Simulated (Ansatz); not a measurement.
# InH₂Cl: basis-set convergence

One table from this session's results is given with a row withheld; the runs are named, their logs left out.

Program: Ansatz 0.2.0, Gaussian basis. Level of theory: one geometry, several basis sets. These are calculated values, not measurements.

Levels to be run: PBE0-D4/def2-SVP; ωB97M-V/def2-SVP; PBE0-D4/def2-QZVPP; ωB97M-V/def2-QZVPP; the functionals' def2-TZVPP values are taken from earlier runs.

## Structure used throughout

The geometry comes from an earlier relaxation with PBE0-D4 in a triple-zeta def2 set; it is a stationary point. In takes the def2 core potential; no spin-orbit term is included.

SMILES `[Cl][InH2]`, 4 atoms, charge 0, spin multiplicity 1.

Atoms are counted from 1 here; the program's logs count them from 0.

Bond lengths: Cl1–In2 2.343 Å, In2–H3 1.705 Å, In2–H4 1.705 Å. Angles: Cl1–In2–H3 112.5°, Cl1–In2–H4 112.5°, H3–In2–H4 135.1°.

Set-up of the first run:

File in.yaml:

```yaml
crystal:
  periodic: [false, false, false]
  atoms:
    - {symbol: Cl, position_ang: [-1.722671, 0.647644, -0.945697]}
    - {symbol: In, position_ang: [0.230848, -0.097867, 0.112436]}
    - {symbol: H, position_ang: [0.456784, -1.780125, -0.047692]}
    - {symbol: H, position_ang: [1.090638, 1.170048, 0.860654]}
basis:
  gaussian: {orbitals: def2-SVP}
hamiltonian: {xc: pbe0, dispersion: d4}
output: {orbitals: {seedname: orbitals}}
```

Run with:

```
ansatz run in.yaml --threads 4 --pin off --events-out ev --progress --plain --max-ram 10444MiB
```

Steps of the session up to this table: PBE0-D4 in def2-SVP; ωB97M-V in def2-SVP; PBE0-D4 in def2-QZVPP; ωB97M-V in def2-QZVPP.

One of the session's tables, all rows but one given; the rest of the session is left out.

It belongs to the step «Functionals by basis». 

```
functional       basis  HOMO (eV)  LUMO (eV)
   PBE0-D4    def2-SVP          ?          ?
   PBE0-D4  def2-TZVPP      -8.20      -1.98
   PBE0-D4  def2-QZVPP      -8.24      -2.00
   ωB97M-V    def2-SVP     -10.18      -0.25
   ωB97M-V  def2-TZVPP     -10.42      -0.46
   ωB97M-V  def2-QZVPP     -10.46      -0.51
```

Estimate the missing values for PBE0-D4, def2-SVP.

The run gave: HOMO (eV): -8.02; LUMO (eV): -1.88. In the column «HOMO (eV)» it is the highest.
